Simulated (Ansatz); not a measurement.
**C7H14: up Jacob's ladder to CCSD(T)**

An exercise on one series of results from a longer session: the logs are not shown, and one member is left open.

Computed with Ansatz 0.2.0, Gaussian basis. Level: functionals in def2-TZVPP, the program's frozen cores in correlated methods.

The runs, in order: LDA (SPW92), PBE-D4, revPBE-D4, BLYP-D4, r2SCAN-D4, B97M-V, PBE0-D4, B3LYP-D4, r2SCANh-D4, r2SCAN0-D4, HSE06-D4, BHLYP-D4, CAM-B3LYP-D4, LC-ωPBE, ωB97X-V, ωB97M-V, B2PLYP, PBE-QIDH; CCSD(T)/def2-SVP; CCSD(T)/def2-TZVPP; MP2/def2-QZVPP; extrapolation to the limit; RPA on PBE.

### The relaxed structure

All runs share one geometry, relaxed beforehand with PBE0-D4 in a triple-zeta def2 set.

SMILES `C/C=C/CCCC`, 21 atoms, charge 0, spin multiplicity 1.

Atoms are counted from 1 here; the program's logs count them from 0.

Bond lengths: C1–C2 1.490 Å, C1–H8 1.095 Å, C1–H9 1.092 Å, C1–H10 1.095 Å, C2–C3 1.327 Å, C2–H11 1.090 Å, C3–C4 1.492 Å, C3–H12 1.091 Å, C4–C5 1.528 Å, C4–H13 1.097 Å, C4–H14 1.096 Å, C5–C6 1.519 Å, C5–H15 1.096 Å, C5–H16 1.097 Å, C6–C7 1.518 Å, C6–H17 1.097 Å, C6–H18 1.095 Å, C7–H19 1.094 Å and more. Angles: C2–C1–H8 111.3°, C2–C1–H9 111.4°, C2–C1–H10 111.2°, H8–C1–H9 108.1°, H8–C1–H10 106.5°, H9–C1–H10 108.2°, C1–C2–C3 125.2°, C1–C2–H11 116.5°, C3–C2–H11 118.3°, C2–C3–C4 125.5°, C2–C3–H12 118.5°, C4–C3–H12 116.0°, C3–C4–C5 113.2°, C3–C4–H13 109.1°, C3–C4–H14 109.5°, C5–C4–H13 108.5°, C5–C4–H14 109.7°, H13–C4–H14 106.6° and more.

As a file:

```
C    -0.0551   -2.7459   -1.9787
C     0.3216   -2.0466   -0.7180
C    -0.5084   -1.3477    0.0465
C    -0.1373   -0.6429    1.3085
C    -0.3947    0.8625    1.2554
C     0.4711    1.5926    0.2426
C     0.1982    3.0857    0.2015
H     0.1450   -3.8202   -1.9118
H    -1.1144   -2.6117   -2.2071
H     0.5268   -2.3725   -2.8276
H     1.3643   -2.1263   -0.4115
H    -1.5520   -1.2617   -0.2603
H    -0.7142   -1.0662    2.1399
H     0.9186   -0.8286    1.5344
H    -0.2269    1.2890    2.2510
H    -1.4526    1.0400    1.0240
H     1.5266    1.4157    0.4819
H     0.3125    1.1569   -0.7492
H    -0.8428    3.2880   -0.0669
H     0.8328    3.5910   -0.5302
H     0.3809    3.5489    1.1756
```

The first run:

Contents of in.yaml:

```yaml
crystal:
  periodic: [false, false, false]
  atoms:
    - {symbol: C, position_ang: [-0.055106, -2.745895, -1.978676]}
    - {symbol: C, position_ang: [0.321561, -2.046567, -0.718049]}
    - {symbol: C, position_ang: [-0.508364, -1.347720, 0.046536]}
    - {symbol: C, position_ang: [-0.137260, -0.642869, 1.308517]}
    - {symbol: C, position_ang: [-0.394681, 0.862461, 1.255449]}
    - {symbol: C, position_ang: [0.471097, 1.592610, 0.242639]}
    - {symbol: C, position_ang: [0.198162, 3.085700, 0.201519]}
    - {symbol: H, position_ang: [0.144986, -3.820234, -1.911839]}
    - {symbol: H, position_ang: [-1.114409, -2.611704, -2.207060]}
    - {symbol: H, position_ang: [0.526785, -2.372510, -2.827614]}
    - {symbol: H, position_ang: [1.364287, -2.126304, -0.411473]}
    - {symbol: H, position_ang: [-1.552002, -1.261735, -0.260316]}
    - {symbol: H, position_ang: [-0.714233, -1.066229, 2.139870]}
    - {symbol: H, position_ang: [0.918631, -0.828592, 1.534414]}
    - {symbol: H, position_ang: [-0.226871, 1.289030, 2.251012]}
    - {symbol: H, position_ang: [-1.452555, 1.039997, 1.023966]}
    - {symbol: H, position_ang: [1.526647, 1.415689, 0.481871]}
    - {symbol: H, position_ang: [0.312461, 1.156925, -0.749165]}
    - {symbol: H, position_ang: [-0.842769, 3.288008, -0.066950]}
    - {symbol: H, position_ang: [0.832795, 3.591002, -0.530216]}
    - {symbol: H, position_ang: [0.380851, 3.548915, 1.175554]}
basis:
  gaussian: {orbitals: def2-TZVPP}
hamiltonian: {xc: lda}
output: {orbitals: {seedname: orbitals}}
```

Command:

```bash
$ ansatz run in.yaml --threads 2 --pin off --events-out ev --progress --plain --max-ram 32768MiB --backend cuda --devices 0, --max-vram 18GiB
```

Steps of the session up to this table: LDA; PBE-D4 (GGA); revPBE-D4 (GGA); BLYP-D4 (GGA); r2SCAN-D4 (meta-GGA); B97M-V (meta-GGA); PBE0-D4 (hybrid); B3LYP-D4 (hybrid); r2SCANh-D4 (hybrid); r2SCAN0-D4 (hybrid); HSE06-D4 (hybrid); BHLYP-D4 (hybrid); CAM-B3LYP-D4 (range-separated); LC-ωPBE (range-separated); ωB97X-V (range-separated); ωB97M-V (range-separated); B2PLYP (double hybrid); PBE-QIDH (double hybrid).

One table of the session follows, with a row left open; its other results are not shown here.

It belongs to the step «Frontier levels by functional». 

| functional | HOMO (eV) | LUMO (eV) | gap (eV) |
| --- | --- | --- | --- |
| LDA (SPW92) | -5.94 | -0.62 | 5.31 |
| PBE-D4 | -5.78 | -0.39 | 5.39 |
| revPBE-D4 | -5.72 | -0.30 | 5.42 |
| BLYP-D4 | -5.63 | -0.26 | 5.37 |
| r2SCAN-D4 | -5.95 | -0.13 | 5.82 |
| B97M-V | -6.00 | -0.12 | 5.88 |
| PBE0-D4 | -6.88 | 0.63 | 7.51 |
| B3LYP-D4 | -6.68 | 0.39 | 7.06 |
| r2SCANh-D4 | -6.37 | 0.24 | 6.61 |
| r2SCAN0-D4 | -7.01 | 0.78 | 7.79 |
| HSE06-D4 | -6.49 | 0.25 | 6.73 |
| BHLYP-D4 | -7.85 | 1.66 | 9.51 |
| CAM-B3LYP-D4 | ? | ? | ? |
| LC-ωPBE | -9.57 | 2.92 | 12.49 |
| ωB97X-V | -9.20 | 2.79 | 11.99 |
| ωB97M-V | -9.11 | 2.55 | 11.66 |

Q: Estimate the row for CAM-B3LYP-D4 from the others.

The run gave: HOMO (eV): -8.20; LUMO (eV): 1.72; gap (eV): 9.92. In the column «HOMO (eV)» it lies between ωB97M-V (-9.11) and BHLYP-D4 (-7.85).
